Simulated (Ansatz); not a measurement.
The same calculation of Al, space group Im-3m as a Python script and as an input file (the Python package of Ansatz (0.2.0)).

Run as a notebook:

**Cell 1**
```python
import ansatz as az
import numpy as np
from pymatgen.core import Structure
```

**Cell 2**
```python
config = {
    "functional": "pbesol",
    "smearing_width": 0.15,
}
```

**Cell 3**
```python
cell = (
    az.Lattice.of((-1.591219, 1.591219, 1.591219), (1.591219, -1.591219, 1.591219), (1.591219, 1.591219, -1.591219))
    .atom("Al", (0.0, 0.0, 0.0))
)
```

**Cell 4**
```python
# the calculation
model = (
    cell.calculation()
    .functional(config["functional"])
    .pseudopotentials("paw")
    .kpoints(9, center="gamma")
    .occupations(az.OccupationsMethod.FERMI_DIRAC, width=config["smearing_width"])
    .stress()
    .band_table()
)
planned = model.session().plan(threads=1)
facts = planned.describe()
print("plan:", facts["n_bands"], "bands,", len(facts["kpoints_frac"]), "k-points, plane waves", facts["n_pw_range"], "grid", facts["fft_dense"])
res = planned.execute()
report = res.report
```
Output:
```text
DeckWarning: basis.ecutwfc = 420 eV, auto-derived from the records' recommended cutoffs: set by Al (normal level)
plan: 6 bands, 35 k-points, plane waves [305, 329] grid [20, 20, 20]
```

**Cell 5**
```python
report["n_kpoints"], report["n_symmetry_ops"], report["n_pw"]
```
Output:
```text
(35, 48, 321)
```

**Cell 6**
```python
type(res).__name__, type(report).__name__
```
Output:
```text
('RunOutcome', 'dict')
```

**Cell 7**
```python
for key in ("converged", "n_iterations", "n_electrons", "n_kpoints", "n_pw", "n_symmetry_ops", "free_energy_ev", "fermi_energy_ev"):
    print(f"{key:18s} {report[key]}")
```
Output:
```text
converged          True
n_iterations       6
n_electrons        3.0
n_kpoints          35
n_pw               321
n_symmetry_ops     48
free_energy_ev     -524.4581897203345
fermi_energy_ev    8.175907560528014
```

**Cell 8**
```python
final = Structure(res.lattice.cell_ang, [s.symbol for s in res.lattice.sites], [s.position_frac for s in res.lattice.sites])
# count neighbours out to a fixed multiple of the shortest distance
for index, (site, neighbours) in enumerate(zip(final, final.get_all_neighbors(5.5))):
    first = min(n.nn_distance for n in neighbours)
    shell = [n for n in neighbours if n.nn_distance < 1.2 * first]
    mean = sum(n.nn_distance for n in shell) / len(shell)
    print(f"atom {index} {site.specie.symbol}: {len(shell)} neighbours within 1.2 of the shortest distance, mean {mean:.3f} A")
```
Output:
```text
atom 0 Al: 14 neighbours within 1.2 of the shortest distance, mean 2.939 A
```

**Cell 9**
```python
# pressure is a third of the trace
stress = np.array(report["stress_gpa"])
print(f"pressure {np.trace(stress) / 3:.3f} GPa")
print("stress tensor, GPa, positive in compression")
np.round(stress, 3) + 0.0
```
Output:
```text
pressure 2.236 GPa
stress tensor, GPa, positive in compression
array([[2.236, 0.   , 0.   ],
       [0.   , 2.236, 0.   ],
       [0.   , 0.   , 2.236]])
```

**Cell 10**
```python
print("band  energy (eV)  occupation, at k =", report["kpoints_frac"][0])
for band, (e, occ) in enumerate(zip(report["eigenvalues_ev"][0], report["occupations"][0]), start=1):
    print(f"{band:4d} {e:12.4f} {occ:9.4f}")
```
Output:
```text
band  energy (eV)  occupation, at k = [0.0, 0.0, 0.0]
   1      -3.1514    2.0000
   2      21.4138    0.0000
   3      21.4138    0.0000
   4      21.4138    0.0000
   5      23.1407    0.0000
   6      23.1407    0.0000
```

`input.yaml`:
```yaml
crystal:
  lattice:
    - [-1.591219, 1.591219, 1.591219]
    - [1.591219, -1.591219, 1.591219]
    - [1.591219, 1.591219, -1.591219]
  atoms:
    - { symbol: Al, position: [0.0, 0.0, 0.0] }
kpoints:
  mp_grid: { grid: [9, 9, 9], shift: [0.0, 0.0, 0.0] }
hamiltonian:
  xc: pbesol
  pseudopotentials: { kind: paw }
scf:
  occupations: { method: fermi_dirac, width: 0.15 }
output:
  stress: true
  eigenvalues: true
```

The program run on that file:
```console
$ ansatz run input.yaml --threads 1 --pin off --max-ram 3072MiB --backend cpu --events-out ev --progress --plain --runs-dir out
Engine: ansatz 0.2.0, aarch64-unknown-linux-gnu
Pseudopotentials: kind: paw
Pseudopotential: Al, paw, valence charge 3, recommended cutoff 420 eV (normal), Al.paw.azcp
Functional definition: PBEsol
  exchange = pbesol_x
  correlation = pbesol_c
Crystal: 1 atoms, lattice volume = 16.116 Å³
Basis set: ecut = 420 eV, 321 PW (Γ)
Bands: 6, of which v1, the nominal top of the filled ones, is band 2 counted from 1 (1 counted from 0)
Symmetry: 48 space group operations
Space group: Im-3m (ITA 229), of the structure as read, at distance tolerance 2.5e-5 Å
k-points: 35 of 729
Non-local potential: Al, projectors of the file, l = 0: 2, l = 1: 2, l = 2: 1
PAW form: soft (Blöchl's): semilocal exchange-correlation on the pseudo side does not see the compensation charge
PAW frozen core: Al, regenerated for the run's functional, and the local potential with it (the file was generated under x = pbe(κ = 0.804, μ = 0.2195149727645171), c = pbe(β = 0.06672455060314922))
PAW one-centre angular grid: Al, 110 points (default); XC on 64 Gauss nodes
Initial density: superposition of atomic densities (neutral atoms: chi_scale 0, normalization atom), corrected by the library's trained network
Initial wavefunctions: pseudopotential atomic-orbital guess
Functional: x = pbesol(κ = 0.804, μ = 0.12345679012345678), c = pbesol(β = 0.046)
SCF iter   1: F=—  HF=-524.458187 eV  |F-HF|=—  |Δ(HF+E_count)|=         —  Δρ=4.61e-4  dr2=1.24e-5  ethr=1.77e-3  ⟨swp⟩=4.6  Hψ=1802  notcnv=0
preconditioner: auto → none  [metal: Δε(μ)=0.237 eV  Ē_g=13.415 eV  σ=0.150 eV  W_gap=0.38  n_scr=0 (ndim 8)  ℏωp=16.0 eV  f_vac=0.000  D(μ)=0.47/eV (n_scr^D=0)]
SCF iter   2: F=—  HF=-524.458189 eV  |F-HF|=—  |Δ(HF+E_count)|=   2.61e-6  Δρ=2.29e-4  dr2=2.76e-6  ethr=4.15e-7  ⟨swp⟩=2.0  Hψ=538  notcnv=0
iter 3 did not close the SCF: its close was put off for the readings that it lacked (scf_convergence_deferred on its scf_iter line)
SCF iter   3: F=-524.458190 eV  HF=-524.458190 eV  |F-HF|=5.12e-9  |Δ(HF+E_count)|=   2.92e-7  Δρ=1.41e-5  dr2=2.47e-8  ethr=9.19e-8  ⟨swp⟩=2.1  Hψ=254  notcnv=0
iter 4 did not close the SCF: its close was put off for the readings that it lacked (scf_convergence_deferred on its scf_iter line)
SCF iter   4: F=-524.458190 eV  HF=-524.458190 eV  |F-HF|=8.14e-11  |Δ(HF+E_count)|=   4.54e-9  Δρ=1.46e-6  dr2=9.13e-11  ethr=8.24e-10  ⟨swp⟩=1.3  Hψ=212  notcnv=0
iter 5 did not close the SCF: its close was put off for the readings that it lacked (scf_convergence_deferred on its scf_iter line)
SCF iter   5: F=-524.458190 eV  HF=-524.458190 eV  |F-HF|=3.41e-12  |Δ(HF+E_count)|=  1.03e-10  Δρ=1.73e-7  dr2=3.55e-12  ethr=3.04e-12  ⟨swp⟩=2.3  Hψ=261  notcnv=0
SCF iter   6: F=-524.458190 eV  HF=-524.458190 eV  |F-HF|=0.00e0  |Δ(HF+E_count)|=  3.30e-12  Δρ=1.18e-8  dr2=1.96e-14  ethr=1.00e-12  ⟨swp⟩=1.6  Hψ=619  notcnv=0
SCF 1 converged in 6 iterations: F = -524.458190 eV  dr2 = 1.96e-14
  greatest PAW one-centre occupation: 0.464 electrons in one spin orbital (limit 2), on the Al atom at site 0 (counted from 0), in its partial waves of l = 0
SCF converged after 6 iterations
Free energy (F): -524.458190 eV
Harris-Foulkes:  -524.458190 eV  (|F-HF|=0.00e0)
Internal energy: -524.423863 eV  (E = F + TS)
E sigma→0 (E₀):  -524.441026 eV
Entropy (-TS):   -0.034326 eV (-34.326 meV/atom)
Fermi energy:    8.175908 eV
--- Per-component energies (eV) ---
  E_band       = 11.036774
  E_kinetic    = 23.142545
  E_local      = 10.163658  (includes V_loc(G=0)·N_el)
  E_nonlocal   = 10.582711
  E_hartree    = 0.069775
  E_xc         = -39.552313
  E_vxc        = -29.334987  (∫ρ·V_xc dr)
  E_paw        = -454.750047  (= ΣΔE_a)
  E_vpaw       = -3.656703  (= ΣTr[D̂ρ^β])
  E_aug_tail   = -0.000002  (compensation charges beyond the density's cutoff)
  E_ewald      = -74.099329
  E_core_change = 0.019139  (= ΣΔE_core)
  E_smearing   = -0.034326  (= −TS)
  E_closure    = 0.000000  (closes the sum)
  Σ components = -524.458190   (vs F -524.458190, Δ=0.00e0)
--- Stress (GPa, compression-positive) ---
        2.236295       0.000000      -0.000000
        0.000000       2.236295       0.000000
       -0.000000       0.000000       2.236295
  P = ⅓ Tr σ = 2.2363 GPa (22.363 kbar)
--- Band table (eV; the first three rows and the last of 35) ---
  k-point 0: bands = ["-3.1514", "21.4138", "21.4138", "21.4138", "23.1407", "23.1407"]
  k-point 1: bands = ["-2.7911", "18.1967", "19.8385", "20.2335", "21.8545", "22.8695"]
  k-point 2: bands = ["-1.7158", "13.5893", "18.1955", "18.4715", "20.1618", "21.4571"]
  k-point 34: bands = ["7.8699", "10.1953", "10.1953", "11.2409", "12.6330", "15.0475"]
```

Reading the output:
- Total energies depend on the potentials; only differences at equal settings carry meaning. A total without «per atom» is that of the cell as typed.
- For a metal this k-point mesh is coarse: on a finer one energies can move by several to tens of meV an atom and pressures by half a GPa or more, differences at one mesh by less.
- The zero of the levels is a convention of the potentials, so an absolute Fermi energy is no work function.
- The smearing is wide enough that free energy and stress hold a thermal part of the electrons.
- This isn't the structure that Al takes at ambient conditions.
- Levels are Kohn-Sham eigenvalues on this mesh.
- Warnings are shown shortened and without file and line.
- Run time: 0.8 s on 1 thread of Arm Neoverse V2, with other jobs on the host, peak memory 0.32 GiB.

(Lines on the test bed's own set-up are left out of the output.)
